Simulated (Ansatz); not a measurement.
# CGaN: the cost of one run

Program: Ansatz 0.2.0, Gaussian basis. Level of theory: cc-pVTZ, core rule «outside noble gas», up to 16 orbitals frozen. These are calculated values, not measurements.

Plan: UHF; CCSD(T) on ROHF; CCSD(T) on UHF; BCCD(T) on ROHF; CCSDT(Q) on ROHF; CCSDT(Q) on UHF.

5 further runs of the same task are left out: 2 for a known fault of the program, 3 set aside as unsound or not needed. Runs told in other sessions of the task aren't counted.

## 1. The system

The geometry is a PBE0/def2-TZVP stationary point (not a proven minimum) of the parent state, kept for this charge and spin. No spin-orbit coupling is included. The filled d shell of Ga may be among the frozen orbitals whatever the setting's name suggests.

3 atoms, charge 1, spin multiplicity 2.

Atoms are counted from 1 here; the program's logs count them from 0.

Bond lengths: Ga1–C2 2.079 Å, C2–N3 1.157 Å. Angles: Ga1–C2–N3 180.0°.

## 2. UHF

in.yaml reads:

```yaml
crystal:
  periodic: [false, false, false]
  atoms:
    - {symbol: Ga, position_ang: [0.000000, 0.000000, 1.771733]}
    - {symbol: C, position_ang: [0.000000, 0.000000, -0.307167]}
    - {symbol: N, position_ang: [0.000000, 0.000000, -1.464567]}
basis:
  gaussian: {orbitals: cc-pVTZ}
total_charge: 1
magnetization: {spin_polarized: true, initial_magnetization: 1}
hamiltonian: {xc: hf}
output: {orbitals: {seedname: orbitals}}
```

The run is started by

```
> ansatz run in.yaml --threads 1 --pin off --events-out ev --progress --plain --max-ram 4096MiB --backend cpu
```

Q: Estimate wall time and peak memory on 1 thread of AMD EPYC 7R13, shared host.

About 7 s, with a peak of 0.32 GiB.
